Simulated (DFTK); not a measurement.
A run of DFTK 0.8.2 is set up as follows.

Contents of run.jl:

```julia
using DFTK
using PseudoPotentialData
using Unitful, UnitfulAtomic
using LinearAlgebra, Printf
include("save.jl")
disable_threading()

# lattice vectors are the columns
lattice = austrip(1u"Å") * [      5.007146            0.0            0.0;
                      0.0       5.007146            0.0;
                      0.0            0.0       2.876101]
symbols   = [:Ta, :Ta, :O, :O, :O, :O]
positions = [[0.5, 0.5, 0.0],
             [0.0, 0.0, 0.5],
             [0.785276, 0.785276, 0.0],
             [0.214724, 0.214724, 0.0],
             [0.285276, 0.714724, 0.5],
             [0.714724, 0.285276, 0.5]]
pseudopotentials = PseudoFamily("dojo.nc.sr.pbesol.v0_4_1.standard.upf")
elements = Dict(s => ElementPsp(s, pseudopotentials) for s in unique(symbols))
atoms    = [elements[s] for s in symbols]

build_model(lattice, positions; symmetries=true) =
    model_DFT(lattice, atoms, positions;
              functionals=PBEsol(),
              temperature=austrip(0.05u"eV"),
              smearing=Smearing.FermiDirac(),
              symmetries)
Ecut  = 42.0  # hartree
kgrid = [6, 6, 9]
tol   = 1e-6
to_GPa = ustrip(uconvert(u"GPa", 1u"hartree/bohr^3"))

model = build_model(lattice, positions)
basis = PlaneWaveBasis(model; Ecut, kgrid)
display(basis)
scfres = self_consistent_field(basis;
                               tol,
                               nbandsalg=AdaptiveBands(model; n_bands_converge=32))
display(scfres.energies)
@printf "Fermi level: %.6f eV\n" ustrip(auconvert(u"eV", something(scfres.εF, NaN)))
forces = compute_forces_cart(scfres)
println("Forces (eV/Å)")
for (s, f) in zip(symbols, forces)
    @printf "%-3s %12.6f %12.6f %12.6f\n" s ustrip.(auconvert.(u"eV/Å", f))...
end
stress = compute_stresses_cart(scfres)
println("Stress (GPa)")
display(round.(stress * to_GPa; digits=4))
println("Levels at the first k-point (eV): ", round.(ustrip.(auconvert.(u"eV", scfres.eigenvalues[1][1:scfres.n_bands_converge])); digits=4))
save_scf!(scfres; forces, stress)
```

Potentials or basis: dojo.nc.sr.pbesol.v0_4_1.standard.upf (PBEsol).

The run is started by

```console
$ julia --threads=1 run.jl  # save.jl only writes the numbers to a file and isn't shown; printed stress counts tension as positive; times include loading and compiling
```

Question: Predict the largest force.

Answer: 0.337 eV/Å.

Question: What does it give for the band gap on the k mesh?

Answer: None (metal or under the smearing width).

Question: Estimate the pressure.

Answer: -9.8 GPa.

Forces on the atoms (eV/Å):
```
Ta   0.000  0.000  0.000
Ta   0.000  0.000  0.000
O    0.238  0.238  0.000
O   -0.238 -0.238  0.000
O    0.238 -0.238  0.000
O   -0.238  0.238  0.000
```

Spin-orbit coupling is left out, which matters for the levels of Ta.
